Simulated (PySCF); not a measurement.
# C3H7BOSi: electronic excitations and core binding energies

Wanted: the electronic excitations and core binding energies of C3H7BOSi (`B[Si@@H]1COC1=C`), by calculation.

The runs use PySCF 2.14.0, with density-fitted response routines of our own; the level of theory stands in each step. All values are computed, except where a source is named. Atoms are numbered from 0 throughout.

## Step 1: The starting structure

13 atoms, charge 0, multiplicity 1; geometry from: GFN2-xTB.

Bonds of the start (Å): B0–Si1 1.94, Si1–C2 1.94, C2–O3 1.44, O3–C4 1.37, C4–C5 1.33, C4–Si1 1.92, B0–H6 1.17, B0–H7 1.17, Si1–H8 1.48, C2–H9 1.09, C2–H10 1.09, C5–H11 1.07, C5–H12 1.08.

## Step 2: Ultraviolet spectrum: PBE0/def2-SVPD

Job settings and geometry (Å):

```
{"job": {"kind": "uv", "xc": "PBE0", "basis": "def2-SVPD", "nstates": 8, "ntriplets": 3}, "charge": 0, "multiplicity": 1}
B      1.983387     0.801112     0.882858
Si     0.441047    -0.374370     0.788608
C      0.186851    -1.564367    -0.727036
O     -0.890977    -0.772834    -1.256474
C     -0.992662     0.234493    -0.331375
C     -1.865292     1.230245    -0.382948
H      2.043344     1.619344     1.716002
H      2.852360     0.772647     0.101482
H     -0.111501    -1.040712     1.984719
H     -0.169361    -2.577640    -0.530943
H      0.987151    -1.622294    -1.469121
H     -1.873753     1.988034     0.378309
H     -2.594983     1.306828    -1.171809
```

Method: TDDFT PBE0/def2-SVPD, vertical, gas phase, core orbitals frozen in the response.

On the command line:

```bash
$ OMP_NUM_THREADS=1 python probes_run.py task.json out
```

One launch serves the whole session: the jobs run in the order shown.

What it wrote:

```text
coarse grid: 11400 points
cycle   1  E = -507.2362191631  dE =  6.169e-01  |g| = 4.898e-01  |ddm| = 5.441e+00
cycle   2  E = -507.1659049569  dE =  7.031e-02  |g| = 7.597e-01  |ddm| = 1.689e+00
cycle   3  E = -507.2896920281  dE = -1.238e-01  |g| = 1.067e-01  |ddm| = 9.807e-01
cycle   4  E = -507.2914317934  dE = -1.740e-03  |g| = 5.624e-02  |ddm| = 1.914e-01
cycle   5  E = -507.2922186871  dE = -7.869e-04  |g| = 1.362e-02  |ddm| = 9.210e-02
cycle   6  E = -507.2922679312  dE = -4.924e-05  |g| = 4.274e-03  |ddm| = 2.698e-02
cycle   7  E = -507.2922728147  dE = -4.884e-06  |g| = 9.427e-04  |ddm| = 8.734e-03
final grid: 105576 points
cycle   8  E = -507.3672816790  dE = -1.685e-05  |g| = 1.060e-02  |ddm| = 8.812e-02
cycle   9  E = -507.3672468342  dE =  3.484e-05  |g| = 1.712e-02  |ddm| = 3.369e-02
cycle  10  E = -507.3673049624  dE = -5.813e-05  |g| = 1.599e-03  |ddm| = 1.996e-02
cycle  11  E = -507.3673055739  dE = -6.115e-07  |g| = 3.600e-04  |ddm| = 2.536e-03
cycle  12  E = -507.3673056076  dE = -3.376e-08  |g| = 1.133e-04  |ddm| = 7.098e-04
cycle  13  E = -507.3673056109  dE = -3.208e-09  |g| = 3.846e-05  |ddm| = 2.139e-04
cycle  14  E = -507.3673056113  dE = -4.243e-10  |g| = 6.609e-06  |ddm| = 7.260e-05
converged SCF energy = -507.3673056113

Static polarisability (au): isotropic 83.503, principal 66.037 84.284 100.188

Singlet excitations
state   eV       nm        f      main configurations
  1   2.5615    484.0   0.01197   H->L 0.99
  2   3.8763    319.9   0.00636   H-1->L 0.93
  3   4.4469    278.8   0.04964   H-2->L 0.87, H-3->L 0.10
  4   5.0657    244.8   0.05562   H-3->L 0.82, H-2->L 0.09
  5   5.4668    226.8   0.02689   H->L+1 0.81, H->L+2 0.17
  6   5.6699    218.7   0.00221   H-5->L 0.81, H-4->L 0.17
  7   5.7898    214.1   0.00673   H-4->L 0.79, H-5->L 0.16
  8   6.1767    200.7   0.10661   H->L+2 0.62, H->L+3 0.17, H->L+1 0.12

Triplet excitations (Tamm-Dancoff, eV): 2.3339 3.2596 3.9183
```

Run time: 92 s. Hardware: 1 thread of Intel Xeon at 2.50GHz, shared host; peak memory 0.67 GiB.

The orbitals next to the gap, with their largest atomic shares:

```tsv
orbital	eV	atoms
HOMO−3	-9.41	Si1 28 %, B0 23 %, H8 19 %
HOMO−2	-8.49	C4 23 %, Si1 23 %, C2 22 %
HOMO−1	-8.18	O3 31 %, Si1 19 %, C2 18 %
HOMO	-6.53	C5 34 %, O3 28 %, C4 21 %
LUMO	-2.96	B0 53 %, Si1 18 %, H6 9 %
LUMO+1	-0.03	Si1 28 %, C4 15 %, C5 12 %
LUMO+2	0.45	Si1 20 %, B0 16 %, C4 16 %
```

With each of the 8 states as a Gaussian band of 0.4 eV half-width at 1/e, the curve within the window shown has maxima at 484 nm (ε 480), 242 nm (ε 2,900), 201 nm (ε 4,500) L/(mol cm). Beyond the last state computed it falls off for lack of states. The curve at chosen wavelengths:

(nm, ε (L/mol/cm)): (191, 2477), (209, 3491), (226, 2297), (244, 2860), (261, 2381), (279, 2237), (297, 1404), (314, 663), (332, 306), (349, 145), (367, 63), (385, 50), (402, 95), (420, 191), (437, 305), (455, 412), (473, 475), (490, 481), (508, 441), (525, 376), (543, 297), (561, 222), (578, 163), (596, 113), (613, 78), (631, 52)

Ground-state properties from the same run:

```tsv
property	computed
dipole moment (D)	2.27
polarisability (Å³)	12.37
HOMO–LUMO gap (eV)	3.57
−ε(HOMO) (eV)	6.53
```

## Step 3: Core-electron binding energies: SCAN, X2C

Settings changed since step 2:

```diff
@@ -1,2 +1,2 @@
-{"job": {"kind": "uv", "xc": "PBE0", "basis": "def2-SVPD", "nstates": 8, "ntriplets": 3}, "charge": 0, "multiplicity": 1}
+{"job": {"kind": "xps"}, "charge": 0, "multiplicity": 1}
 B      1.983387     0.801112     0.882858
```

With the program's defaults for keys left out, this is: delta-SCF UKS SCAN, pcX-2 on the ionised atom, pcseg-1 elsewhere, spin-free X2C.

What it wrote:

```text
ground state, core basis on atom 0 (B), 154 functions
  cycle   1  E = -508.41165921  |g| = 5.42e-01
  cycle   2  E = -507.14482698  |g| = 1.82e+00
  cycle   3  E = -508.44205335  |g| = 3.46e-01
  cycle   4  E = -508.48022482  |g| = 1.30e-01
  cycle   5  E = -508.48122639  |g| = 1.32e-01
  cycle   6  E = -508.48590459  |g| = 1.90e-02
  cycle   7  E = -508.48599888  |g| = 9.53e-03
  cycle   8  E = -508.48602242  |g| = 3.39e-03
  cycle   9  E = -508.48602337  |g| = 9.07e-04
  cycle  10  E = -508.48602503  |g| = 3.18e-04
  E(ground) = -508.52869992 Eh
hole in B 1s of atom 0
  cycle   1  E = -500.85088620  |g| = 1.15e+00
  cycle   2  E = -498.85600273  |g| = 2.04e+00
  cycle   3  E = -500.96637704  |g| = 7.00e-01
  cycle   4  E = -500.51567258  |g| = 9.90e-01
  cycle   5  E = -501.20968424  |g| = 3.16e-01
  cycle   6  E = -501.09850229  |g| = 5.12e-01
  cycle   7  E = -501.29611863  |g| = 2.61e-01
  cycle   8  E = -501.30675944  |g| = 2.03e-01
  cycle   9  E = -501.31901193  |g| = 1.65e-01
  cycle  10  E = -501.33668965  |g| = 5.50e-02
  cycle  11  E = -501.33793217  |g| = 2.97e-02
  cycle  12  E = -501.33856694  |g| = 1.10e-02
  cycle  13  E = -501.33865512  |g| = 4.22e-03
  cycle  14  E = -501.33866988  |g| = 1.26e-03
  cycle  15  E = -501.33867067  |g| = 7.75e-04
  cycle  16  E = -501.33867239  |g| = 2.67e-04
  E(ion) = -501.37930578 Eh   <S^2> = 1.7455   hole on atom = 1.000   binding energy = 194.545 eV
ground state, core basis on atom 1 (Si), 165 functions
  cycle   1  E = -508.58956873  |g| = 2.85e-01
  cycle   2  E = -508.58945287  |g| = 4.00e-02
  cycle   3  E = -508.58858589  |g| = 6.41e-02
  cycle   4  E = -508.58965726  |g| = 1.99e-02
  cycle   5  E = -508.58974429  |g| = 5.24e-03
  cycle   6  E = -508.58975125  |g| = 7.85e-04
  cycle   7  E = -508.58975085  |g| = 1.59e-04
  E(ground) = -508.58945391 Eh
hole in Si 1s of atom 1
  cycle   1  E = -439.66767282  |g| = 4.35e+00
  cycle   2  E = -438.61239822  |g| = 2.52e+00
  cycle   3  E = -437.57212781  |g| = 2.09e+00
  cycle   4  E = -439.66042773  |g| = 1.03e+00
  cycle   5  E = -440.48146397  |g| = 5.66e-01
  cycle   6  E = -440.70222697  |g| = 2.41e-01
  cycle   7  E = -440.72232597  |g| = 1.51e-01
  cycle   8  E = -440.73566802  |g| = 4.14e-02
  cycle   9  E = -440.73663446  |g| = 2.41e-02
  cycle  10  E = -440.73688981  |g| = 1.04e-02
  cycle  11  E = -440.73694815  |g| = 2.59e-03
  cycle  12  E = -440.73695234  |g| = 7.44e-04
  cycle  13  E = -440.73695250  |g| = 4.21e-04
  E(ion) = -440.74376068 Eh   <S^2> = 0.7530   hole on atom = 1.000   binding energy = 1846.175 eV
hole in Si 2p of atom 1
  cycle   1  E = -504.32311222  |g| = 1.24e+00
  cycle   2  E = -503.11736982  |g| = 1.66e+00
  cycle   3  E = -504.25940795  |g| = 8.74e-01
  cycle   4  E = -504.63900500  |g| = 1.54e-01
  cycle   5  E = -504.63781608  |g| = 1.85e-01
  cycle   6  E = -504.65421590  |g| = 5.86e-02
  cycle   7  E = -504.65608376  |g| = 1.56e-02
  cycle   8  E = -504.65617581  |g| = 8.19e-03
  cycle   9  E = -504.65621860  |g| = 1.52e-03
  cycle  10  E = -504.65622102  |g| = 9.42e-04
  cycle  11  E = -504.65622240  |g| = 6.35e-04
  cycle  12  E = -504.65622321  |g| = 4.14e-04
  E(ion) = -504.66718932 Eh   <S^2> = 0.7546   hole on atom = 1.002   binding energy = 106.730 eV
  2p3/2 = 106.490 eV   2p1/2 = 107.114 eV
ground state, core basis on atom 2 (C), 154 functions
  cycle   1  E = -508.49877461  |g| = 6.10e-02
  cycle   2  E = -508.49872384  |g| = 2.73e-02
  cycle   3  E = -508.49877844  |g| = 2.36e-02
  cycle   4  E = -508.49895322  |g| = 5.40e-03
  cycle   5  E = -508.49896230  |g| = 1.50e-03
  cycle   6  E = -508.49896124  |g| = 3.62e-04
  E(ground) = -508.53965401 Eh
hole in C 1s of atom 2
  cycle   1  E = -497.21791125  |g| = 1.51e+00
  cycle   2  E = -494.62387660  |g| = 2.51e+00
  cycle   3  E = -497.13257948  |g| = 1.19e+00
  cycle   4  E = -497.68275515  |g| = 5.30e-01
  cycle   5  E = -497.77071673  |g| = 2.36e-01
  cycle   6  E = -497.78838590  |g| = 1.18e-01
  cycle   7  E = -497.79567427  |g| = 2.72e-02
  cycle   8  E = -497.79601232  |g| = 1.27e-02
  cycle   9  E = -497.79611849  |g| = 4.01e-03
  cycle  10  E = -497.79613525  |g| = 2.18e-03
  cycle  11  E = -497.79614244  |g| = 8.19e-04
  cycle  12  E = -497.79614421  |g| = 3.12e-04
  E(ion) = -497.83523741 Eh   <S^2> = 0.7781   hole on atom = 1.000   binding energy = 291.282 eV
ground state, core basis on atom 3 (O), 154 functions
  cycle   1  E = -508.52608043  |g| = 9.60e-02
  cycle   2  E = -508.52500400  |g| = 7.71e-02
  cycle   3  E = -508.52468242  |g| = 8.46e-02
  cycle   4  E = -508.52627609  |g| = 9.38e-03
  cycle   5  E = -508.52630007  |g| = 1.37e-03
  cycle   6  E = -508.52630081  |g| = 4.91e-04
  E(ground) = -508.56552308 Eh
hole in O 1s of atom 3
  cycle   1  E = -487.90115199  |g| = 2.23e+00
  cycle   2  E = -486.90732079  |g| = 2.49e+00
  cycle   3  E = -488.49275540  |g| = 7.15e-01
  cycle   4  E = -488.55181968  |g| = 5.92e-01
  cycle   5  E = -488.74300431  |g| = 9.02e-02
  cycle   6  E = -488.74608245  |g| = 2.36e-02
  cycle   7  E = -488.74635302  |g| = 9.41e-03
  cycle   8  E = -488.74640399  |g| = 3.16e-03
  cycle   9  E = -488.74641398  |g| = 1.56e-03
  cycle  10  E = -488.74642141  |g| = 1.20e-03
  cycle  11  E = -488.74642891  |g| = 9.20e-04
  cycle  12  E = -488.74643686  |g| = 5.24e-04
  cycle  13  E = -488.74643832  |g| = 2.82e-04
  E(ion) = -488.78586307 Eh   <S^2> = 0.7676   hole on atom = 1.000   binding energy = 538.232 eV
ground state, core basis on atom 4 (C), 154 functions
  cycle   1  E = -508.50007769  |g| = 8.51e-02
  cycle   2  E = -508.49685364  |g| = 1.42e-01
  cycle   3  E = -508.50060065  |g| = 3.14e-02
  cycle   4  E = -508.50071172  |g| = 2.17e-02
  cycle   5  E = -508.50084005  |g| = 1.23e-03
  cycle   6  E = -508.50083874  |g| = 4.55e-04
  E(ground) = -508.54236576 Eh
hole in C 1s of atom 4
  cycle   1  E = -497.20793301  |g| = 1.52e+00
  cycle   2  E = -495.91054001  |g| = 2.22e+00
  cycle   3  E = -497.69333480  |g| = 4.82e-01
  cycle   4  E = -497.71774150  |g| = 3.83e-01
  cycle   5  E = -497.78510324  |g| = 1.90e-01
  cycle   6  E = -497.80067972  |g| = 4.21e-02
  cycle   7  E = -497.80169530  |g| = 1.45e-02
  cycle   8  E = -497.80204676  |g| = 9.44e-03
  cycle   9  E = -497.80224797  |g| = 7.34e-03
  cycle  10  E = -497.80240401  |g| = 4.11e-03
  cycle  11  E = -497.80244265  |g| = 1.56e-03
  cycle  12  E = -497.80244504  |g| = 6.58e-04
  cycle  13  E = -497.80244490  |g| = 2.58e-04
  E(ion) = -497.84218972 Eh   <S^2> = 0.8625   hole on atom = 1.000   binding energy = 291.167 eV
ground state, core basis on atom 5 (C), 154 functions
  cycle   1  E = -508.49658750  |g| = 5.99e-02
  cycle   2  E = -508.49601508  |g| = 5.13e-02
  cycle   3  E = -508.49609183  |g| = 4.86e-02
  cycle   4  E = -508.49671767  |g| = 1.19e-02
  cycle   5  E = -508.49674521  |g| = 1.35e-03
  cycle   6  E = -508.49674692  |g| = 3.26e-04
  E(ground) = -508.53849216 Eh
hole in C 1s of atom 5
  cycle   1  E = -497.27411340  |g| = 1.51e+00
  cycle   2  E = -496.35296331  |g| = 1.94e+00
  cycle   3  E = -497.68889286  |g| = 6.31e-01
  cycle   4  E = -497.75206595  |g| = 5.25e-01
  cycle   5  E = -497.86001923  |g| = 8.12e-02
  cycle   6  E = -497.86207390  |g| = 4.40e-02
  cycle   7  E = -497.86302768  |g| = 1.04e-02
  cycle   8  E = -497.86308224  |g| = 4.75e-03
  cycle   9  E = -497.86309699  |g| = 2.14e-03
  cycle  10  E = -497.86310097  |g| = 1.13e-03
  cycle  11  E = -497.86310309  |g| = 2.69e-04
  E(ion) = -497.90402940 Eh   <S^2> = 0.7774   hole on atom = 1.000   binding energy = 289.378 eV
```

It took 4.9 min on 1 thread of Intel Xeon at 2.50GHz, shared host; peak memory 0.48 GiB.

Binding energies by hole, beside the orbital energy of the ground state; the difference holds orbital relaxation and, for a density functional, its self-interaction error:

```tsv
hole	stands for	environment	ΔSCF (eV; 2p as the shell's mean)	−ε (eV)	⟨S²⟩
B1s on B0	B0	boron bonded to Si, 2 H	194.54 (doubtful)	180.8	1.746
Si1s on Si1	Si1	silicon bonded to 2 C, B, H, in a 4-membered ring	1846.18	1793.3	0.753
Si2p on Si1	Si1	silicon bonded to 2 C, B, H, in a 4-membered ring	106.70	96.1	0.755
C1s on C2	C2	sp3 CH2 bonded to O and Si	291.28	274.6	0.778
O1s on O3	O3	ether oxygen	538.23	517.2	0.768
C1s on C4	C4	alkene carbon bearing oxygen	291.17 (doubtful)	274.9	0.862
C1s on C5	C5	β carbon of an enol-ether or enamine type C=C	289.38	273.0	0.777
```

Doubtful: the ion did not converge, its hole moved, or its ⟨S²⟩ is well above 0.75.

With the spin-orbit splitting: Si1 2p3/2 106.49, 2p1/2 107.11 eV. The table gives each 2p level as the mean over the whole 2p shell (two parts 2p3/2, one part 2p1/2), which differs a little from the single hole in the log.

## Step 4: Outcome

```
                                                    quantity                        value
                             lowest singlet (PBE0/def2-SVPD)  2.56 eV (484 nm), f = 0.012
                    brightest single state of those computed  state 8, 6.18 eV, f = 0.107
                                              lowest triplet                      2.33 eV
C1s binding energies, SCAN/pcX-2 (standing for 2 of 3 atoms)      C2 291.28, C5 289.38 eV
                           Si1s binding energies, SCAN/pcX-2               Si1 1846.18 eV
                           Si2p binding energies, SCAN/pcX-2                Si1 106.70 eV
                            O1s binding energies, SCAN/pcX-2                 O3 538.23 eV
```

**Reading.** The lowest singlet, at 2.56 eV, is HOMO→LUMO 0.99 and is weak; of the 8 states computed, the strongest absorption comes from state 8 at 6.18 eV (the last computed, so partners may be missing). State 1 absorbs in the visible (484 nm). The lowest triplet lies 0.23 eV below the lowest singlet (triplets in Tamm-Dancoff, singlets in full TDDFT). C2 (sp3 CH2 bonded to O and Si) binds its C1s electron 1.90 eV more tightly than C5 (β carbon of an enol-ether or enamine type C=C). Only 2 of the 3 C atoms are covered by sound results.
